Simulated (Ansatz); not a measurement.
# BBrH4O: the cost of one run

All numbers below are computed with Ansatz 0.2.0 (RKS B3LYP-D4/def2-SVP).

## (1) The structure to begin with

Bond lengths: B1–O2 1.760 Å, O2–H3 1.010 Å, B1–H4 1.190 Å, B1–H5 1.190 Å, B1–Br6 2.340 Å, O2–H7 1.121 Å, Br6–H7 1.485 Å. Angles: B1–O2–H3 109.5°, B1–O2–H7 88.7°, H3–O2–H7 109.2°, O2–B1–H4 120.0°, O2–B1–H5 120.0°, O2–B1–Br6 71.6°, H4–B1–H5 120.0°, H4–B1–Br6 96.8°, H5–B1–Br6 101.3°, B1–Br6–H7 60.6°, O2–H7–Br6 139.1°.

Coordinates:

```xyz
7

B     0.0000    0.0000    0.0000
O     0.0000    0.0000    1.7600
H    -0.9095   -0.2814    2.0971
H     1.0305    0.0000   -0.5950
H    -1.0305    0.0000   -0.5950
Br    0.1049    2.2181    0.7379
H     0.0529    1.1190    1.7348
```

## (2) Pulling towards end A

Springs on the bonds that form and break draw the guess towards this end; the thresholds are loose.

input.yaml

```yaml
crystal:
  periodic: [false, false, false]
  atoms:
    - { symbol: B, position_ang: [0.0, 0.0, 0.0] }
    - { symbol: O, position_ang: [0.0, 0.0, 1.76] }
    - { symbol: H, position_ang: [-0.9095, -0.2814, 2.0971] }
    - { symbol: H, position_ang: [1.0305, 0.0, -0.595] }
    - { symbol: H, position_ang: [-1.0305, 0.0, -0.595] }
    - { symbol: Br, position_ang: [0.1049, 2.2181, 0.7379] }
    - { symbol: H, position_ang: [0.0529, 1.119, 1.7348] }
basis:
  gaussian: { orbitals: def2-SVP }
hamiltonian:
  xc: b3lyp
  dispersion: d4
relax:
  f_tol: 0.15
  max_steps: 25
  restrain:
    - { distance: [0, 5], at: 3.24, k: 30.0 }
    - { distance: [6, 1], at: 2.21, k: 30.0 }
    - { distance: [0, 1], at: 1.41, k: 30.0 }
    - { distance: [6, 5], at: 1.55, k: 30.0 }
output:
  orbitals: {}
```

The run is started by

```
ansatz run input.yaml --threads 1 --pin off --max-ram 2048MiB --backend cpu --events-out ev --progress --plain --runs-dir out
```

Q: Estimate wall time and peak memory on 1 thread of Arm Neoverse N1, shared host.

About 48 s, with a peak of 0.16 GiB.
